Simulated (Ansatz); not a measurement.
Sheet: Fe, a sheet with vacuum.

```
Fe
1.0
     2.31119    0.00000    0.00000
     0.00000    2.31119    0.00000
     0.00000    0.00000   23.80000
Fe
1
Direct
  0.00000 0.00000 0.29412
```

The cell was built by a generator and needn't be a form met in nature.

A run of Ansatz 0.2.0 on this cell left the log below. Logs are shortened: lines on timing, memory, paths and dates and some standing lists are left out, and cuts for length are marked.

```text
Warning: RAYON_NUM_THREADS=2 ignored (pool sized by the plan → 2); use --threads N
LAPW: plane waves up to 9.389 Å⁻¹, error target 2.0e-3 eV per atom; small_component_spin mean_spin; Fe in spheres of 1.156 Å, 16 of its electrons in bands, Dirac shells [] (how accurate: hamiltonian.pseudopotentials.lapw.basis_error, Limitations)
Engine: ansatz 0.2.0, x86_64-unknown-linux-gnu
Pseudopotentials: kind: all_electron
Pseudopotential: Fe, LAPW, valence charge 16, lapw/all_electron/scalar/gaussian/Fe, Koelling and Harmon's equation, gaussian nucleus
Functional definition: PBE
  parameter kappa = 0.804
  parameter beta = 0.06672455060314922
  exchange = pbe_x(kappa = kappa, mu = beta*pi^2/3)
  correlation = pbe_c(beta = beta)
Crystal: 1 atoms, lattice volume = 127.130 Å³
Basis set: ecut = 335.87661981344985 eV, 1811 PW (Γ), exchange–correlation at level 2
Bands: 14, of which v1, the nominal top of the filled ones, is band 8 counted from 1 (7 counted from 0)
Symmetry: 16 space group operations
Space group: P4/mmm (ITA 123), of the structure as read, at distance tolerance 5.0e-5 Å
Magnetic group: BNS 123.339 (UNI 999), of the structure as read, at distance tolerance 5.0e-5 Å
k-points: 21 of 121
Non-local potential: Fe, projectors of the file, none
Initial density: superposition of atomic densities (neutral atoms: chi_scale 0, normalization atom)
Starting moments: Σ|m| = 3 μB on 1 of 1 site
Initial wavefunctions: plane waves of lowest kinetic energy (no species holds an atomic orbital)
[... 12 lines left out ...]
SCF iter   6: F=—  HF=-34632.250603 eV  |F-HF|=—  |Δ(HF+E_count)|=   7.52e-5  Δρ=1.70e-4 (↑1.70e-4 ↓1.31e-4)  dr2=1.92e-5  dr2_m=2.32e-5  M=2.737 μB ∫|m|=2.811 μB  β_m=0.89  ethr=3.08e-7  ⟨swp⟩=3.0  Hψ=1634  notcnv=0
SCF iter   7: F=—  HF=-34632.250635 eV  |F-HF|=—  |Δ(HF+E_count)|=   3.14e-5  Δρ=1.96e-5 (↑1.96e-5 ↓1.61e-5)  dr2=2.55e-6  dr2_m=1.57e-7  M=2.738 μB ∫|m|=2.811 μB  β_m=0.87  ethr=1.20e-7  ⟨swp⟩=3.0  Hψ=1633  notcnv=0  defer=1
SCF iter   8: F=—  HF=-34632.250635 eV  |F-HF|=—  |Δ(HF+E_count)|=   2.41e-7  Δρ=1.00e-5 (↑1.00e-5 ↓6.97e-6)  dr2=1.82e-7  dr2_m=6.95e-8  M=2.738 μB ∫|m|=2.811 μB  β_m=0.94  ethr=1.60e-8  ⟨swp⟩=2.7  Hψ=1533  notcnv=0
SCF iter   9: F=—  HF=-34632.250635 eV  |F-HF|=—  |Δ(HF+E_count)|=   9.49e-8  Δρ=1.29e-6 (↑7.71e-7 ↓1.29e-6)  dr2=2.12e-8  dr2_m=5.92e-10  M=2.738 μB ∫|m|=2.811 μB  β_m=0.97  ethr=1.14e-9  ⟨swp⟩=3.0  Hψ=1611  notcnv=0
SCF iter  10: F=-34632.250635 eV  HF=-34632.250635 eV  |F-HF|=5.40e-9  |Δ(HF+E_count)|=   8.00e-9  Δρ=4.15e-7 (↑4.05e-7 ↓4.15e-7)  dr2=1.02e-8  dr2_m=9.98e-12  M=2.738 μB ∫|m|=2.811 μB  ethr=1.32e-10  ⟨swp⟩=2.3  Hψ=1510  notcnv=0
SCF 1 converged in 10 iterations: F = -34632.250635 eV  dr2 = 1.02e-8
SCF converged after 10 iterations
Magnetization: 2.7381 μB (9.3690 up, 6.6310 down)
Absolute magnetization: 2.8113 μB (∫|ρ↑−ρ↓|)
Spin contamination: 0.0484 ħ² per cell (⟨S²⟩ above its minimum at these occupations)
Per-site moments (μB) at R_I (Å): [(2.683098535450597, 1.1555949827802838)]
Free energy (F): -34632.250635 eV
Harris-Foulkes:  -34632.250635 eV  (|F-HF|=5.40e-9)
Internal energy: -34632.240502 eV  (E = F + TS)
E sigma→0 (E₀):  -34632.245568 eV
Entropy (-TS):   -0.010133 eV (-10.133 meV/atom)
Fermi energy:    -2.505417 eV
--- Per-component energies (eV) ---
  E_band       = -544.976154
  E_kinetic    = 35109.585629
  E_xc         = -1521.717225
  E_electrostatic = -68220.108905  (all electrons and nuclei)
  E_smearing   = -0.010133  (= −TS)
  E_closure    = 0.000000  (closes the sum)
  E_atoms      = -34625.004615  (free atoms, spherical and without spin; not in F)
  Σ components = -34632.250635   (vs F -34632.250635, Δ=0.00e0)
  Basis errors (estimates in eV, not in F): energy 1.0e-3 per atom: plane waves 9.1e-4 (5.6e-4 summed), levels above the bands 5.2e-51, relativity 1.2e-7, radial functions 8.9e-5, core shells 3.9e-8; eigenvalues (radial functions only) 2.8e-6; not estimated: angular momenta, meshes, grids; target (lapw.basis_error) 2.0e-3; muffin-tin radii Fe 1.156 Å
--- Forces (eV/Å), atoms counted from 1 ---
  atom   1  Fe     0.00000000    -0.00000000     0.00000000
  max |Σ_I F_I| component: 2.09e-29 eV/Å
--- Stress (GPa, compression-positive) ---
        0.018883      -0.000000       0.000000
       -0.000000       0.018883       0.000000
        0.000000       0.000000       0.000424
  P = ⅓ Tr σ = 0.0127 GPa (0.127 kbar)
--- Band table (eV; the first three rows and the last of 42) ---
  k-point 0 ↑: bands = ["-90.6854", "-56.9713", "-56.3409", "-56.3409", "-8.3527", "-6.3337", "-5.4308", "-3.3677", "-3.3677", "-2.7330", "-2.4520", "1.7331", "2.2146", "2.3629"]
  k-point 1 ↑: bands = ["-90.6798", "-56.9670", "-56.3821", "-56.3374", "-8.0915", "-6.2036", "-5.3482", "-3.8423", "-3.3522", "-2.8442", "-1.8835", "1.9551", "2.4560", "2.5934"]
  k-point 2 ↑: bands = ["-90.6647", "-56.9556", "-56.4919", "-56.3281", "-7.4112", "-5.7669", "-5.1110", "-4.5335", "-3.3105", "-3.1338", "-0.8575", "2.6211", "3.1726", "3.2850"]
  k-point 20 ↓: bands = ["-87.4897", "-53.9907", "-53.9897", "-53.5389", "-5.0054", "-2.7904", "-2.7346", "-0.5240", "0.6378", "5.2733", "6.4531", "10.4188", "11.5286", "12.0901"]
```

Q: What input gives this log?

A: Single point with PBE, collinear spin, ferromagnetic start. The files as run (others can give the same):

input.yaml
```yaml
crystal:
  lattice:
    - [2.31119, 0.0, 0.0]
    - [0.0, 2.31119, 0.0]
    - [0.0, 0.0, 23.8]
  atoms:
    - { symbol: Fe, position: [0.0, 0.0, 0.29412], spin: 3.0 }
kpoints:
  mp_grid: { grid: [11, 11, 1] }
scf:
  occupations: { method: fermi_dirac, width: 0.05 }
hamiltonian:
  xc: pbe
  pseudopotentials: { kind: all_electron, lapw: { basis_error: 0.002 } }
magnetization:
  spin_polarized: true
output:
  forces: true
  stress: true
  eigenvalues: true
```

Potentials or basis: all-electron LAPW, scalar-relativistic.
Launch:
```console
$ ansatz run input.yaml --threads 2 --pin off --max-ram 8192MiB --backend cpu --events-out ev --progress --plain --runs-dir out
```
